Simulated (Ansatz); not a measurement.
# C₂H₆AlFO: up Jacob's ladder to CCSD(T)

Aim: compute C₂H₆AlFO with functionals from several rungs and with coupled cluster, and see how far each lands from CCSD(T) at the basis-set limit for the atomisation energy.

Method: functionals in def2-TZVPP, the program's frozen cores in correlated methods; program: Ansatz 0.2.0, Gaussian basis.

The runs, in order: PBE-D4, r2SCAN-D4, PBE0-D4, B3LYP-D4, ωB97X-V, ωB97M-V, B2PLYP; CCSD(T)/def2-TZVPP; MP2/def2-QZVPP; extrapolation to the limit.

### Step 1. The relaxed structure

An earlier PBE0-D4 in a triple-zeta def2 set relaxation fixed the geometry.

SMILES `C[O][AlH][CH2]F`, 11 atoms, charge 0, spin multiplicity 1.

Atoms are counted from 1 here; the program's logs count them from 0.

Bond lengths: C1–O2 1.399 Å, C1–H6 1.095 Å, C1–H7 1.095 Å, C1–H8 1.095 Å, O2–Al3 1.678 Å, Al3–C4 1.983 Å, Al3–H9 1.579 Å, C4–F5 1.401 Å, C4–H10 1.098 Å, C4–H11 1.098 Å. Angles: O2–C1–H6 109.9°, O2–C1–H7 109.9°, O2–C1–H8 112.4°, H6–C1–H7 107.8°, H6–C1–H8 108.4°, H7–C1–H8 108.4°, C1–O2–Al3 138.0°, O2–Al3–C4 120.8°, O2–Al3–H9 117.6°, C4–Al3–H9 121.6°, Al3–C4–F5 111.6°, Al3–C4–H10 112.1°, Al3–C4–H11 112.1°, F5–C4–H10 107.5°, F5–C4–H11 107.5°, H10–C4–H11 105.7°.

### Step 2. PBE-D4 (GGA)

in.yaml reads:

```yaml
crystal:
  periodic: [false, false, false]
  atoms:
    - {symbol: C, position_ang: [-0.020516, 1.387885, 1.401307]}
    - {symbol: O, position_ang: [0.627774, 0.160682, 1.223613]}
    - {symbol: Al, position_ang: [0.694660, -1.058612, 0.072917]}
    - {symbol: C, position_ang: [-0.367893, -0.938443, -1.596616]}
    - {symbol: F, position_ang: [-1.119657, 0.243316, -1.644562]}
    - {symbol: H, position_ang: [0.719641, 2.187039, 1.511863]}
    - {symbol: H, position_ang: [-0.622724, 1.361316, 2.315259]}
    - {symbol: H, position_ang: [-0.676783, 1.637699, 0.561360]}
    - {symbol: H, position_ang: [1.630484, -2.295232, 0.371654]}
    - {symbol: H, position_ang: [0.266495, -0.963541, -2.492507]}
    - {symbol: H, position_ang: [-1.066080, -1.779208, -1.703388]}
basis:
  gaussian: {orbitals: def2-TZVPP}
hamiltonian: {xc: pbe, dispersion: d4}
output: {forces: true, orbitals: {seedname: orbitals}}
```

Command:

```bash
ansatz run in.yaml --threads 4 --pin off --events-out ev --progress --plain --max-ram 10444MiB
```

The runs that follow: r2SCAN-D4 (meta-GGA); PBE0-D4 (hybrid); B3LYP-D4 (hybrid); ωB97X-V (range-separated); ωB97M-V (range-separated); B2PLYP (double hybrid); CCSD(T) in def2-TZVPP; MP2 in def2-QZVPP.

**Question.** What will the summary of the whole plan be? Wanted: atomisation energy, CCSD(T)/CBS; farthest; mean size of error, hybrid; mean size of error, range-separated; gap, smallest and largest; T1 diagnostic; triples share of the correlation energy.

The runs gave:

| quantity | value |
| --- | --- |
| atomisation energy, CCSD(T)/CBS | 3979.1 kJ/mol |
| functionals within 19.9 kJ/mol (0.5 %) | r2SCAN-D4, B3LYP-D4, ωB97X-V, ωB97M-V |
| farthest | PBE-D4 (+60.3 kJ/mol) |
| mean size of error, hybrid | 14.9 kJ/mol |
| mean size of error, range-separated | 4.9 kJ/mol |
| gap, smallest and largest | 4.66 eV (PBE-D4), 11.16 eV (ωB97X-V) |
| T1 diagnostic | 0.0122 |
| triples share of the correlation energy | 3.3 % |

In words: PBE-D4 misses by +60.3 kJ/mol. Double hybrids carry the basis error of their MP2 part in triple zeta, and no dispersion term here, so their miss is partly the set-up's. The reference freezes the cores and leaves out relativity and excitations past (T), so misses under about 19.9 kJ/mol can't be ranked. Hartree-Fock recovers 73 % of the binding; the rest is correlation. Orbital gaps span 4.7 to 11.2 eV; exact exchange widens them.
